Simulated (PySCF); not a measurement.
**CeF4(NH3): other functionals and bases at one geometry**

Aim: see how levels, charges and forces of CeF4(NH3) depend on the level of theory. It is a constructed species; whether it can be made isn't addressed.

Computed with PySCF 2.14.0. Level: several levels, as the steps say, no spin–orbit coupling.

6 further runs of the same task are left out: 2 for a known fault of the program, 2 that didn't finish, 2 set aside as unsound or not needed.

## 1. The system as given

9 atoms, charge 0, spin multiplicity 1.

Bond lengths: Ce1–F2 2.067 Å, Ce1–F3 2.067 Å, Ce1–F4 2.065 Å, Ce1–F5 2.068 Å, Ce1–N6 2.674 Å, N6–H7 1.029 Å, N6–H8 1.029 Å, N6–H9 1.029 Å. Angles: F2–Ce1–F3 115.4°, F2–Ce1–F4 102.6°, F2–Ce1–F5 115.4°, F2–Ce1–N6 77.2°, F3–Ce1–F4 102.6°, F3–Ce1–F5 115.4°, F3–Ce1–N6 77.2°, F4–Ce1–F5 102.7°, F4–Ce1–N6 179.6°, F5–Ce1–N6 77.8°, Ce1–N6–H7 113.0°, Ce1–N6–H8 113.0°, Ce1–N6–H9 112.8°, H7–N6–H8 105.8°, H7–N6–H9 105.8°, H8–N6–H9 105.8°.

As a file:

```mol
CeF4H3N
  3D, bonds by distance, orders not assigned

  9  8  0  0  0  0  0  0  0  0999 V2000
    0.3321   -0.0692    0.0000 Ce  0  0
    0.6470   -1.1282    1.7471 F   0  0
    0.6470   -1.1282   -1.7471 F   0  0
    1.9004    1.2740    0.0000 F   0  0
   -1.3244    1.1680   -0.0000 F   0  0
   -1.6864   -1.8237   -0.0000 N   0  0
   -2.2997   -1.7313    0.8205 H   0  0
   -2.2997   -1.7313   -0.8205 H   0  0
   -1.3648   -2.8006   -0.0000 H   0  0
  1  2  8  0
  1  3  8  0
  1  4  8  0
  1  5  8  0
  1  6  8  0
  6  7  8  0
  6  8  8  0
  6  9  8  0
M  END
```

Formal oxidation states: Ce +4. The 4f shell is empty and lies in the core potential. An earlier session relaxed this geometry at TPSS, Ce lcecp-2-SVP with ECP46, F def2-SVP, N def2-SVP, H def2-SVP (singlet, point group C3v).

At TPSS on the finer grid: E = -494.531407 Eh, frontier levels not given, since the 4f levels lie in the core, Mulliken charge on Ce1 +1.46 e, largest force component 0.014 eV/Å. The large-core potential holds the 4f shell empty.

Levels to run: BLYP; PBE; PBE0; B3LYP; TPSS, x2c-SVP. Hardware: 2 threads of Arm Neoverse V2, shared host.

## 2. BLYP

run.py (the lines that set the calculation)

```python
mol = gto.M(atom='''
Ce     0.33212    -0.06922     0.00000
F      0.64696    -1.12825     1.74713
F      0.64696    -1.12825    -1.74713
F      1.90038     1.27405     0.00000
F     -1.32436     1.16800     0.00000
N     -1.68640    -1.82368     0.00000
H     -2.29975    -1.73134     0.82050
H     -2.29975    -1.73134    -0.82050
H     -1.36478    -2.80064     0.00000''',
    basis={'Ce': 'lcecp-2-SVP', 'F': 'def2-SVP', 'N': 'def2-SVP', 'H': 'def2-SVP'},
    ecp={'Ce': 'lcecp-2-SVP'},
    charge=0, spin=0)
mf = dft.RKS(mol, xc='BLYP')
mf.grids.atom_grid = (75, 302)  # f atoms: unpruned, at least (60, 302)
mf = mf.density_fit()  # fitting sets: Ce AutoAux, F def2-universal-JKFIT, N def2-universal-JKFIT, H def2-universal-JKFIT
mf.conv_tol = 1e-08; mf.max_cycle = 55
mf.kernel(dm0)  # dm0: the density of the relaxed state
```

Run with:

```console
$ OMP_NUM_THREADS=2 python run.py
```

Output:

```text
init E= -494.409725043782
cycle= 1 E= -494.411866752855  delta_E= -0.00214  |g|= 0.0242  |ddm|= 0.196
cycle= 2 E= -494.411597418225  delta_E= 0.000269  |g|= 0.0432  |ddm|= 0.0517
cycle= 3 E= -494.411983524176  delta_E= -0.000386  |g|= 0.00812  |ddm|= 0.036
cycle= 4 E= -494.411991542331  delta_E= -8.02e-06  |g|= 0.00345  |ddm|= 0.00673
cycle= 5 E= -494.411993872439  delta_E= -2.33e-06  |g|= 0.000343  |ddm|= 0.00262
cycle= 6 E= -494.411993874171  delta_E= -1.73e-09  |g|= 0.000353  |ddm|= 0.000443
cycle= 7 E= -494.411993896453  delta_E= -2.23e-08  |g|= 3.13e-05  |ddm|= 0.000254
cycle= 8 E= -494.411993896689  delta_E= -2.35e-10  |g|= 4.35e-06  |ddm|= 3.41e-05
Extra cycle  E= -494.411993896684  delta_E= 4.55e-12  |g|= 6.13e-06  |ddm|= 1.09e-05
converged SCF energy = -494.411993896684
```

Run time: 6.9 s. Hardware: 2 threads of Arm Neoverse V2, shared host.

It gives: E = -494.411994 Eh, frontier levels not given, since the 4f levels lie in the core, Mulliken charge on Ce1 +1.32 e, largest force component 0.225 eV/Å. The large-core potential holds the 4f shell empty.

## 3. PBE

run.py (the lines that set the calculation), as its differences from that of step 2:

```diff
@@ -13,3 +13,3 @@
     charge=0, spin=0)
-mf = dft.RKS(mol, xc='BLYP')
+mf = dft.RKS(mol, xc='PBE')
 mf.grids.atom_grid = (75, 302)  # f atoms: unpruned, at least (60, 302)
```

Run with:

```console
$ OMP_NUM_THREADS=2 python run.py
```

Output:

```text
init E= -494.074424368642
cycle= 1 E= -494.074113304048  delta_E= 0.000311  |g|= 0.0931  |ddm|= 0.157
cycle= 2 E= -494.065928948671  delta_E= 0.00818  |g|= 0.231  |ddm|= 0.227
cycle= 3 E= -494.075809892861  delta_E= -0.00988  |g|= 0.00588  |ddm|= 0.155
cycle= 4 E= -494.075818407973  delta_E= -8.52e-06  |g|= 0.003  |ddm|= 0.00754
cycle= 5 E= -494.075819990824  delta_E= -1.58e-06  |g|= 0.000564  |ddm|= 0.00232
cycle= 6 E= -494.075820049774  delta_E= -5.9e-08  |g|= 0.000122  |ddm|= 0.000421
cycle= 7 E= -494.075820052631  delta_E= -2.86e-09  |g|= 3.87e-05  |ddm|= 0.000116
Extra cycle  E= -494.075820051754  delta_E= 8.77e-10  |g|= 7.7e-05  |ddm|= 9.1e-05
converged SCF energy = -494.075820051754
```

It took 6.6 s on 2 threads of Arm Neoverse V2, shared host.

Result: E = -494.075820 Eh, frontier levels not given, since the 4f levels lie in the core, Mulliken charge on Ce1 +1.34 e, largest force component 0.073 eV/Å. The large-core potential holds the 4f shell empty.

## 4. PBE0

run.py (the lines that set the calculation), as its differences from that of step 3:

```diff
@@ -13,3 +13,3 @@
     charge=0, spin=0)
-mf = dft.RKS(mol, xc='PBE')
+mf = dft.RKS(mol, xc='PBE0')
 mf.grids.atom_grid = (75, 302)  # f atoms: unpruned, at least (60, 302)
```

Run with:

```console
$ OMP_NUM_THREADS=2 python run.py
```

Output:

```text
init E= -494.03419374698
cycle= 1 E= -494.036752871026  delta_E= -0.00256  |g|= 0.0694  |ddm|= 0.211
cycle= 2 E= -494.035004235419  delta_E= 0.00175  |g|= 0.123  |ddm|= 0.142
cycle= 3 E= -494.037760814771  delta_E= -0.00276  |g|= 0.00492  |ddm|= 0.0824
cycle= 4 E= -494.037766389384  delta_E= -5.57e-06  |g|= 0.0014  |ddm|= 0.00591
cycle= 5 E= -494.037766631901  delta_E= -2.43e-07  |g|= 0.000829  |ddm|= 0.00133
cycle= 6 E= -494.037766754206  delta_E= -1.22e-07  |g|= 0.000172  |ddm|= 0.000598
cycle= 7 E= -494.037766759364  delta_E= -5.16e-09  |g|= 6.23e-05  |ddm|= 0.000154
Extra cycle  E= -494.037766758559  delta_E= 8.04e-10  |g|= 9.12e-05  |ddm|= 0.00011
converged SCF energy = -494.037766758559
```

Wall time 6.3 s (2 threads of Arm Neoverse V2, shared host).

It gives: E = -494.037767 Eh, frontier levels not given, since the 4f levels lie in the core, Mulliken charge on Ce1 +1.63 e, largest force component 0.339 eV/Å. The large-core potential holds the 4f shell empty.

## 5. B3LYP

run.py (the lines that set the calculation), as its differences from that of step 4:

```diff
@@ -13,3 +13,3 @@
     charge=0, spin=0)
-mf = dft.RKS(mol, xc='PBE0')
+mf = dft.RKS(mol, xc='B3LYP')
 mf.grids.atom_grid = (75, 302)  # f atoms: unpruned, at least (60, 302)
```

Run with:

```console
$ OMP_NUM_THREADS=2 python run.py
```

Output:

```text
init E= -494.499300586324
cycle= 1 E= -494.499326152731  delta_E= -2.56e-05  |g|= 0.109  |ddm|= 0.173
cycle= 2 E= -494.493467732242  delta_E= 0.00586  |g|= 0.214  |ddm|= 0.225
cycle= 3 E= -494.501617677661  delta_E= -0.00815  |g|= 0.00689  |ddm|= 0.14
cycle= 4 E= -494.501627725114  delta_E= -1e-05  |g|= 0.00284  |ddm|= 0.00793
cycle= 5 E= -494.501629379256  delta_E= -1.65e-06  |g|= 0.000543  |ddm|= 0.00236
cycle= 6 E= -494.501629407884  delta_E= -2.86e-08  |g|= 0.000373  |ddm|= 0.000538
cycle= 7 E= -494.501629433031  delta_E= -2.51e-08  |g|= 3.69e-05  |ddm|= 0.000251
cycle= 8 E= -494.501629433312  delta_E= -2.81e-10  |g|= 4.54e-06  |ddm|= 3.27e-05
Extra cycle  E= -494.50162943331  delta_E= 2.16e-12  |g|= 5.47e-06  |ddm|= 9.13e-06
converged SCF energy = -494.50162943331
```

Run time: 6.5 s. Hardware: 2 threads of Arm Neoverse V2, shared host.

Read off: E = -494.501629 Eh, frontier levels not given, since the 4f levels lie in the core, Mulliken charge on Ce1 +1.55 e, largest force component 0.219 eV/Å. The large-core potential holds the 4f shell empty.

## 6. TPSS, x2c-SVP

Basis: Ce x2c-SVPall, F x2c-SVPall, N x2c-SVPall, H x2c-SVPall. All electrons are treated, with the spin-free X2C Hamiltonian.

run.py (the lines that set the calculation)

```python
mol = gto.M(atom='''
Ce     0.33212    -0.06922     0.00000
F      0.64696    -1.12825     1.74713
F      0.64696    -1.12825    -1.74713
F      1.90038     1.27405     0.00000
F     -1.32436     1.16800     0.00000
N     -1.68640    -1.82368     0.00000
H     -2.29975    -1.73134     0.82050
H     -2.29975    -1.73134    -0.82050
H     -1.36478    -2.80064     0.00000''',
    basis={'Ce': 'x2c-SVPall', 'F': 'x2c-SVPall', 'N': 'x2c-SVPall', 'H': 'x2c-SVPall'},
    nucmod='G',
    charge=0, spin=0)
mf = dft.RKS(mol, xc='TPSS')
mf.grids.atom_grid = (99, 590)  # f atoms: unpruned, at least (60, 302)
mf = mf.density_fit()  # fitting sets: Ce AutoAux, F AutoAux, N AutoAux, H AutoAux
mf = mf.sfx2c1e()
mf.conv_tol = 1e-08; mf.max_cycle = 55
mf.kernel(dm0)  # dm0: free metal ions and neutral atoms
```

Run with:

```console
$ OMP_NUM_THREADS=2 python run.py
```

Output:

```text
init E= -9325.47894987354
  HOMO = -0.22723846339877  LUMO = -0.122301590134585  gap/eV = 2.85548
cycle= 1 E= -9315.21538496453  delta_E= 10.3  |g|= 1.28  |ddm|= 3.12
  HOMO = -0.416687367728544  LUMO = -0.270204060731057  gap/eV = 3.98601
cycle= 2 E= -9314.80095178734  delta_E= 0.414  |g|= 1.95  |ddm|= 1.92
  HOMO = -0.307340971679151  LUMO = -0.30273792954972  gap/eV = 0.12526
cycle= 3 E= -9275.74216510816  delta_E= 39.1  |g|=   21  |ddm|= 4.95
  HOMO = -0.301108164620145  LUMO = -0.258507218774692  gap/eV = 1.15923
cycle= 4 E= -9314.4992882766  delta_E= -38.8  |g|= 2.85  |ddm|= 4.05
  HOMO = -0.298772609908357  LUMO = -0.22260500991923  gap/eV = 2.07263
cycle= 5 E= -9315.35536232383  delta_E= -0.856  |g|= 0.881  |ddm|= 0.685
  HOMO = -0.30709396804818  LUMO = -0.18297994995533  gap/eV = 3.37731
cycle= 6 E= -9315.47280997552  delta_E= -0.117  |g|= 0.144  |ddm|= 0.52
  HOMO = -0.308530380860941  LUMO = -0.193194380889466  gap/eV = 3.13845
cycle= 7 E= -9315.47562578828  delta_E= -0.00282  |g|= 0.0837  |ddm|= 0.138
  HOMO = -0.310922972590925  LUMO = -0.197074753538425  gap/eV = 3.09797
cycle= 8 E= -9315.47669159194  delta_E= -0.00107  |g|= 0.0383  |ddm|= 0.0678
  HOMO = -0.31070568262486  LUMO = -0.194599797606262  gap/eV = 3.15940
cycle= 9 E= -9315.47697517007  delta_E= -0.000284  |g|= 0.00525  |ddm|= 0.0229
  HOMO = -0.310420799097451  LUMO = -0.194092520121134  gap/eV = 3.16545
cycle= 10 E= -9315.47698114799  delta_E= -5.98e-06  |g|= 0.00145  |ddm|= 0.00562
  HOMO = -0.310477749899047  LUMO = -0.194249349552521  gap/eV = 3.16274
cycle= 11 E= -9315.47698159193  delta_E= -4.44e-07  |g|= 0.000203  |ddm|= 0.00112
  HOMO = -0.310480112600307  LUMO = -0.194257776958057  gap/eV = 3.16257
cycle= 12 E= -9315.47698159019  delta_E= 1.75e-09  |g|= 0.000223  |ddm|= 0.000235
  HOMO = -0.310484404157928  LUMO = -0.19425455524394  gap/eV = 3.16278
cycle= 13 E= -9315.47698159901  delta_E= -8.83e-09  |g|= 6.5e-05  |ddm|= 0.000156
  HOMO = -0.31048369563168  LUMO = -0.19423227232907  gap/eV = 3.16336
Extra cycle  E= -9315.47698158306  delta_E= 1.6e-08  |g|= 0.000298  |ddm|= 0.000222
converged SCF energy = -9315.47698158306
```

It took 67 s on 2 threads of Arm Neoverse V2, shared host.

It gives: E = -9315.476982 Eh, HOMO -8.45 eV, LUMO -5.29 eV, Mulliken charge on Ce1 +0.92 e, largest force component 0.123 eV/Å. 

## 7. Results

| level | state | charge on Ce1 (e) | dipole (D) | largest force (eV/Å) | basis functions | time |
| --- | --- | --- | --- | --- | --- | --- |
| TPSS (relaxed here) | singlet | 1.46 | 5.17 | 0.01 | 115 | 35 s |
| BLYP | singlet | 1.32 | 5.16 | 0.23 | 115 | 6.9 s |
| PBE | singlet | 1.34 | 5.19 | 0.07 | 115 | 6.6 s |
| PBE0 | singlet | 1.63 | 5.31 | 0.34 | 115 | 6.3 s |
| B3LYP | singlet | 1.55 | 5.27 | 0.22 | 115 | 6.5 s |
| TPSS, x2c-SVP | singlet | 0.92 | 5.30 | 0.12 | 170 | 67 s |

Times are on 2 threads of Arm Neoverse V2, shared host; the first row also made further properties.

The largest leftover force, 0.34 eV/Å with PBE0, stands at a geometry relaxed at another level. The Mulliken charge on Ce spans +0.92 to +1.63 e over the levels. With 4f in the core, its levels are missing from HOMO and gap. Total energies of different levels can't be compared. Spin–orbit coupling is left out throughout.
